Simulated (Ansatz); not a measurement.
Crystal: HfIn4SiO6.

```xyz
12
Lattice="5.3316 0.0159 -0.0484 -2.5793 4.8820 -0.0191 -1.5181 -1.2222 9.4552" Properties=species:S:1:pos:R:3 pbc="T T T"
Hf    0.4788   -0.1503    3.7956
In   -2.0281    1.7443    8.2116
In    0.4038    3.1078    3.2589
In    2.0643    1.3901    1.1100
In    2.8549    1.2057    5.2841
Si    2.1961    4.5946    0.2960
O    -0.3796    1.3897    4.6000
O     2.3277    3.2702    4.5516
O     1.3322    1.9300    9.2685
O     4.9498   -0.2322    1.9726
O    -1.2826   -0.1993    9.2428
O     0.5784    4.6309   -0.0414
```

The cell was built by a generator and needn't be a form met in nature.

* Program: Ansatz 0.2.0
* Task: relaxation of cell and atoms
* Functional: BLYP
* Potentials or basis: Ansatz PAW
* Cutoff: 420 eV (not typed: the program's choice for these potentials)
* k mesh: 4 × 4 × 2
* Occupations: fermi-dirac, width 0.05 eV
* Spin: no spin polarisation

At the start: volume 20.49 Å³/atom.

Problem. Where does the relaxation end?

Solution. It ends after 15 steps and the volume is 21.93 Å³/atom (+7.1 %); space group P1 (No. 1, to 0.05 Å).

The path:
| step | energy change (eV) | largest force (eV/Å) | volume (Å³) |
| --- | --- | --- | --- |
| 1 | 0.0000 | 0.2707 | 245.86 |
| 2 | 0.0003 | 0.6874 | 266.77 |
| 3 | -0.0698 | 0.3212 | 259.76 |
| 4 | -0.0753 | 0.2002 | 259.01 |
| 5 | -0.0767 | 0.0688 | 259.33 |
| 6 | -0.0776 | 0.0277 | 259.82 |
| 7 | -0.0776 | 0.0136 | 260.06 |
| 8 | -0.0774 | 0.0096 | 260.19 |
| 9 | -0.1219 | 0.0116 | 260.19 |
| 10 | -0.1158 | 0.0734 | 263.45 |
| 11 | -0.1164 | 0.0484 | 263.41 |
| 12 | -0.1178 | 0.0321 | 262.97 |
| 13 | -0.1176 | 0.0181 | 263.07 |
| 14 | -0.1174 | 0.0113 | 263.21 |
| 15 | -0.1248 | 0.0105 | 263.21 |

Final structure:
```
Hf In Si O
1.0
     5.40917    0.02856   -0.02892
    -2.60570    5.01841   -0.01170
    -1.50653   -1.22668    9.68397
Hf In Si O
1 4 1 6
Direct
  0.22684 0.05365 0.39948
  0.15503 0.59027 0.87368
  0.51539 0.70698 0.35099
  0.57279 0.32558 0.11521
  0.87879 0.38012 0.56544
  0.88740 0.95691 0.04048
  0.25118 0.38424 0.48175
  0.95084 0.77772 0.48247
  0.84248 0.65641 0.98467
  0.00303 0.99783 0.21258
  0.13613 0.20870 0.98288
  0.58010 0.96158 0.01037
```

Caveat: the plane-wave basis is chosen anew once the cell has moved, so the energies of steps on either side of that aren't comparable; the pressure holds a Pulay correction of +0.4 GPa for the finite cutoff; the PAW data sets come from PBE, with cores solved anew for the run's functional, which leaves a small shift of forces and pressure.
